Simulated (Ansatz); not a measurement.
TiN, space group Fm-3m, an all-electron equation of state

With Ansatz's Python interface.

Typed at the interpreter:
```pycon
>>> from dataclasses import dataclass
>>> import warnings
>>> import ansatz as az
>>> from ase.eos import EquationOfState
>>> from ase.units import GPa
>>> import numpy as np
>>> @dataclass(frozen=True)
... class Settings:
...     smearing: str = "Fermi-Dirac"
...     smearing_width: float = 0.1
...     functional: str = "PBE"
...     mesh: tuple[int, ...] = (12, 12, 12)
...
>>> settings = Settings()
>>> VECTORS = np.array([
...     [0.0, 2.119, 2.119],
...     [2.119, 0.0, 2.119],
...     [2.119, 2.119, 0.0],
... ])
>>> SITES = [
...     ("Ti", [0.0, 0.0, 0.0]),
...     ("N", [0.5, 0.5, 0.5]),
... ]
>>> def on_lattice(cell):
...     crystal = az.Crystal(lattice=az.Lattice.of(cell))
...     for symbol, position in SITES:
...         crystal = crystal.atom(symbol, position)
...     return crystal
...
>>> warnings.simplefilter("ignore", az.DeckWarning)
>>> volumes, energies = [], []
>>> for scale in np.linspace(0.94, 1.06, 5):
...     cell = VECTORS * scale ** (1 / 3)
...     model = (
...         on_lattice(cell).calculation()
...         .occupations(settings.smearing, width=settings.smearing_width)
...         .functional(settings.functional)
...         .kpoints(*settings.mesh)
...         .pseudopotentials("all_electron", lapw=True)
...     )
...     rep = model.run(threads=1).report
...     volumes.append(abs(np.linalg.det(cell)) / len(SITES))
...     energies.append(rep["free_energy_ev"] / len(SITES))
...     print(f"{scale:.3f} {volumes[-1]:9.4f} A^3/atom {energies[-1]:16.5f} eV/atom  (estimated basis error {1000 * rep['lapw_basis_errors']['total_ev_per_atom']:.2f} meV/atom)")
...
0.940    8.9438 A^3/atom     -12363.41962 eV/atom  (estimated basis error 0.08 meV/atom)
0.970    9.2292 A^3/atom     -12363.44884 eV/atom  (estimated basis error 0.08 meV/atom)
1.000    9.5147 A^3/atom     -12363.46023 eV/atom  (estimated basis error 0.08 meV/atom)
1.030    9.8001 A^3/atom     -12363.45637 eV/atom  (estimated basis error 0.07 meV/atom)
1.060   10.0855 A^3/atom     -12363.43949 eV/atom  (estimated basis error 0.07 meV/atom)
>>> v0, e0, bulk = EquationOfState(volumes, energies, eos="birchmurnaghan").fit()
>>> print(f"V0 = {v0:.4f} A^3/atom, B0 = {bulk / GPa:.1f} GPa")
V0 = 9.5790 A^3/atom, B0 = 276.5 GPa
```

A third-order Birch-Murnaghan fit through the 5 points has its minimum at 9.58 Å³ an atom, 0.7 % above the typed cell, with a bulk modulus of 277 GPa and dB/dP = 4.3. From that minimum the energy rises by 41.0 meV an atom on the compressed side and 21.1 meV on the expanded side.

Caveats:
- All-electron totals depend on functional, relativistic treatment and basis; only differences at equal settings carry meaning.
- Spin is left out of this run.
- For a metal this k-point mesh is coarse: on a finer one energies can move by several to tens of meV an atom and pressures by half a GPa or more, differences at one mesh by less.
- The structure is a deposited one; some such entries were measured under pressure or heat, so a shift against it needn't be the functional's error alone.
- Timing: 67 s on 1 thread of Arm Neoverse V1, with other jobs on the host, peak memory 0.47 GiB.
